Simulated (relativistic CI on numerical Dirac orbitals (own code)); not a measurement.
# Sc²⁺: L2,3 absorption with charge transfer

Wanted: the shape of the L2,3 absorption spectrum of Sc²⁺ in a cubic metal-ligand cluster, for 5 values of Delta.

Method: charge-transfer multiplet model of a cubic metal-ligand cluster with up to 1 ligand holes, Slater and spin-orbit integrals from Dirac-Coulomb-Breit ions, Slater integrals scaled by 0.8. Code: relativistic CI on numerical Dirac orbitals (own code) version 3.

## Step 1: What is computed

* ion: Sc²⁺ (Sc III)
* nuclear charge: 21
* electrons: 19
* d electrons: 1
* ligand holes at most: 1
* parameters: in eV; Veg, Vt2g hoppings, tenDq and tenDqL metal and ligand splittings (negative tenDq: tetrahedral), red the scaling of hopping with a core hole
* temperature: 20 K
* widths: Lorentz 0.4 eV, Gauss 0.3 eV

## Step 2: Delta = 6 eV

Settings of the run:

```ini
cluster ion=Sc2+ d1 ligand_holes=1 slater_scale=0.8
Delta=6 Udd=3.7 Upd=4.3 tenDq=0.7 tenDqL=0.6 Veg=1.95 Vt2g=-0.87 red=0.8
spectrum xas L2,3 T=20 lorentz=0.4 gauss=0.3
```

Command:

```sh
python run_levels.py task.json out
```

One command runs all members of the session, one after another, from task.json.

## Step 3: Delta = 3 eV

Settings of the run:

```ini
cluster ion=Sc2+ d1 ligand_holes=1 slater_scale=0.8
Delta=3 Udd=3.7 Upd=4.3 tenDq=0.7 tenDqL=0.6 Veg=1.95 Vt2g=-0.87 red=0.8
spectrum xas L2,3 T=20 lorentz=0.4 gauss=0.3
```

## Step 4: Delta = 4 eV

Settings of the run:

```ini
cluster ion=Sc2+ d1 ligand_holes=1 slater_scale=0.8
Delta=4 Udd=3.7 Upd=4.3 tenDq=0.7 tenDqL=0.6 Veg=1.95 Vt2g=-0.87 red=0.8
spectrum xas L2,3 T=20 lorentz=0.4 gauss=0.3
```

## Step 5: Delta = 7 eV

Settings of the run:

```ini
cluster ion=Sc2+ d1 ligand_holes=1 slater_scale=0.8
Delta=7 Udd=3.7 Upd=4.3 tenDq=0.7 tenDqL=0.6 Veg=1.95 Vt2g=-0.87 red=0.8
spectrum xas L2,3 T=20 lorentz=0.4 gauss=0.3
```

## Step 6: Delta = 9 eV

Settings of the run:

```ini
cluster ion=Sc2+ d1 ligand_holes=1 slater_scale=0.8
Delta=9 Udd=3.7 Upd=4.3 tenDq=0.7 tenDqL=0.6 Veg=1.95 Vt2g=-0.87 red=0.8
spectrum xas L2,3 T=20 lorentz=0.4 gauss=0.3
```

(Steps that only read results are left out.)

Q: Predict the outcome of this session. Wanted: d count; ground spin.

The runs gave:

| run | d count | weight without ligand hole | ground S | up to four highest peaks (% of the highest), eV from the first main peak |
| --- | --- | --- | --- | --- |
| Delta = 6 eV | 1.22 | 0.78 | 0.50 | 0.0 (100), 1.9 (41), 3.6 (63), 4.3 (85) |
| Delta = 3 eV | 1.34 | 0.66 | 0.50 | 0.0 (100), 1.9 (42), 3.7 (73), 4.4 (81) |
| Delta = 4 eV | 1.29 | 0.71 | 0.50 | 0.0 (100), 1.9 (42), 2.9 (40), 4.4 (82) |
| Delta = 7 eV | 1.19 | 0.81 | 0.50 | 0.0 (100), 2.8 (41), 3.6 (63), 4.3 (85) |
| Delta = 9 eV | 1.14 | 0.86 | 0.50 | 0.0 (100), 2.7 (42), 3.6 (61), 4.2 (87) |

| quantity | value |
| --- | --- |
| d count | 1.14 to 1.34 |
| ground spin (effective S from ⟨S²⟩) | 0.50 |

In words: From Delta = 3 eV to Delta = 9 eV the ground-state d count goes from 1.34 to 1.14. In the first run d1 holds 78 % of the ground state. The space is cut at the given number of ligand holes while the last configuration still holds over a tenth of the ground state. The cluster parameters are drawn, not fitted to a compound.
